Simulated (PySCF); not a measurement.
# [Lu(NH3)3]3+: other functionals and bases at one geometry

The task here is to estimate one member of a computed series from the others.

The runs use PySCF 2.14.0; several levels, as the steps say, no spin–orbit coupling.

3 further runs of the same task are left out: 2 for a known fault of the program, 1 set aside as unsound or not needed.

### The system as given

13 atoms, charge 3, spin multiplicity 1.

Bond lengths: Lu1–N2 2.358 Å, Lu1–N6 2.358 Å, Lu1–N10 2.358 Å, N2–H3 1.045 Å, N2–H4 1.045 Å, N2–H5 1.044 Å, N6–H7 1.045 Å, N6–H8 1.045 Å, N6–H9 1.044 Å, N10–H11 1.045 Å, N10–H12 1.045 Å, N10–H13 1.044 Å. Angles: N2–Lu1–N6 120.0°, N2–Lu1–N10 120.0°, N6–Lu1–N10 120.0°, Lu1–N2–H3 115.5°, Lu1–N2–H4 115.7°, Lu1–N2–H5 115.7°, H3–N2–H4 102.5°, H3–N2–H5 102.7°, H4–N2–H5 102.8°, Lu1–N6–H7 115.5°, Lu1–N6–H8 115.7°, Lu1–N6–H9 115.7°, H7–N6–H8 102.5°, H7–N6–H9 102.7°, H8–N6–H9 102.8°, Lu1–N10–H11 115.5°, Lu1–N10–H12 115.7°, Lu1–N10–H13 115.7° and more.

Geometry (Å):

```xyz
13
charge 3, multiplicity 1
Lu    0.0000    0.0000    0.0058
N     2.3577    0.0009   -0.0079
H     2.8127   -0.2541    0.8977
H     2.8067   -0.6595   -0.6813
H     2.8091    0.9129   -0.2423
N    -1.1796    2.0414   -0.0079
H    -1.1863    2.5629    0.8977
H    -0.8322    2.7604   -0.6813
H    -2.1951    1.9763   -0.2423
N    -1.1781   -2.0423   -0.0079
H    -1.6264   -2.3088    0.8977
H    -1.9745   -2.1009   -0.6813
H    -0.6140   -2.8892   -0.2423
```

Formal oxidation states: Lu +3. Each metal's 14 4f electrons lie in its core potential, so multiplicities, spins and levels count the valence alone. An earlier session relaxed this geometry at TPSS, Lu lcecp-1-SVP with ECP60, N def2-SVP, H def2-SVP (singlet, point group C3).

At TPSS on the finer grid: E = -208.526074 Eh, HOMO -23.31 eV, LUMO -17.52 eV, Mulliken charge on Lu1 +1.71 e, largest force component 0.013 eV/Å. 

Levels to run: revPBE; BLYP; B3LYP; PBE0; TPSS, TZVP. Hardware: 2 threads of Arm Neoverse V1, shared host.

Set-up of the first run:

run.py (the lines that set the calculation)

```python
mol = gto.M(atom='''
Lu     0.00000     0.00000     0.00581
N      2.35769     0.00088    -0.00788
H      2.81270    -0.25408     0.89772
H      2.80667    -0.65953    -0.68133
H      2.80910     0.91289    -0.24228
N     -1.17961     2.04138    -0.00788
H     -1.18631     2.56291     0.89772
H     -0.83216     2.76041    -0.68133
H     -2.19513     1.97631    -0.24228
N     -1.17809    -2.04226    -0.00788
H     -1.62639    -2.30883     0.89772
H     -1.97451    -2.10088    -0.68133
H     -0.61397    -2.88919    -0.24228''',
    basis={'Lu': 'lcecp-1-SVP', 'N': 'def2-SVP', 'H': 'def2-SVP'},
    ecp={'Lu': 'lcecp-1-SVP'},
    charge=3, spin=0)
mf = dft.RKS(mol, xc='PBE_R,PBE')
mf.grids.atom_grid = (75, 302)  # f atoms: unpruned, at least (60, 302)
mf = mf.density_fit()  # fitting sets: Lu AutoAux, N def2-universal-JKFIT, H def2-universal-JKFIT
mf.conv_tol = 1e-08; mf.max_cycle = 55
mf.kernel(dm0)  # dm0: the density of the relaxed state
```

Launch:

```sh
> OMP_NUM_THREADS=2 python run.py
```

Among the steps run: revPBE; BLYP; B3LYP; PBE0; TPSS, TZVP.

One table of the session follows, with a row left open; its other results are not shown here.

```
              level  HOMO (eV)  gap (eV)  charge on Lu1 (e)  largest force component (eV/Å)
TPSS (relaxed here)     -23.31      5.78               1.71                            0.01
             revPBE     -23.16      5.44               1.66                            0.11
               BLYP     -23.04      5.15               1.62                            0.14
              B3LYP          ?         ?                  ?                               ?
               PBE0     -24.74      7.91               1.77                            0.26
         TPSS, TZVP     -23.22      5.78               2.00                            0.42
```

Q: Estimate the row for B3LYP from the others.

**Answer.** HOMO (eV): -24.44; gap (eV): 7.16; charge on Lu1 (e): 1.72; largest force component (eV/Å): 0.17. In the column «HOMO (eV)» it lies between PBE0 (-24.74) and TPSS (relaxed here) (-23.31).

In one basis the HOMO–LUMO gap runs from 5.15 eV (BLYP) to 7.91 eV (PBE0). The largest leftover force, 0.42 eV/Å with TPSS, TZVP, stands at a geometry relaxed at another level. With 4f in the core, its levels are missing from HOMO and gap, and its count is fixed, so no charge can pass from the ligands into it. Total energies of different levels can't be compared.
